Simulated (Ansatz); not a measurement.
# TiHO+ (triplet): from Hartree-Fock to the top rungs, def2-TZVPP

The task here is to estimate one member of a computed series from the others.

Program: Ansatz 0.2.0, Gaussian basis. Level of theory: def2-TZVPP, core rule «outside noble gas», up to 10 orbitals frozen. These are calculated values, not measurements.

To be run: UHF; ROHF; CCSD(T) on UHF.

2 further runs of the same task are left out: 2 set aside as unsound or not needed.

## The system

The geometry is a PBE0/def2-TZVP stationary point (not a proven minimum) of the parent state, kept for this charge and spin.

3 atoms, charge 1, spin multiplicity 3.

Atoms are counted from 1 here; the program's logs count them from 0.

Bond lengths: Ti1–O2 1.607 Å, Ti1–H3 1.793 Å. Angles: O2–Ti1–H3 119.4°.

Geometry (Å):

```xyz
3

Ti    0.00000   -0.07506    0.37592
O     0.00000    0.13914   -1.21643
H     0.00000    1.35603    1.45618
```

The first run:

in.yaml

```yaml
crystal:
  periodic: [false, false, false]
  atoms:
    - {symbol: Ti, position_ang: [0.000000, -0.075060, 0.375924]}
    - {symbol: O, position_ang: [0.000000, 0.139135, -1.216428]}
    - {symbol: H, position_ang: [0.000000, 1.356032, 1.456176]}
basis:
  gaussian: {orbitals: def2-TZVPP}
total_charge: 1
magnetization: {spin_polarized: true, initial_magnetization: 2}
hamiltonian: {xc: hf}
output: {orbitals: {seedname: orbitals}}
```

The run is started by

```console
> ansatz run in.yaml --threads 1 --pin off --events-out ev --progress --plain --max-ram 4096MiB --backend cpu
```

Steps of the session up to this table: UHF; ROHF; CCSD(T) on UHF.

One of the session's tables, all rows but one given; the rest of the session is left out.

```
  method  from UCCSD(T) (kJ/mol)
    ROHF                  +967.5
     UHF                  +944.6
    UMP2                       ?
   UCCSD                   +62.8
UCCSD(T)                       0
```

Q: Estimate the row for UMP2 from the others.

**Answer.** from UCCSD(T) (kJ/mol): +146.5. In the column «from UCCSD(T) (kJ/mol)» it lies between UCCSD (+62.8) and UHF (+944.6).

The program flags UCCSD(T) as in doubt (see the logs), so the zero of the table is itself unsure.

Caveats from the session: The program flags UCCSD(T) as in doubt, so the zero of the table is itself unsure.
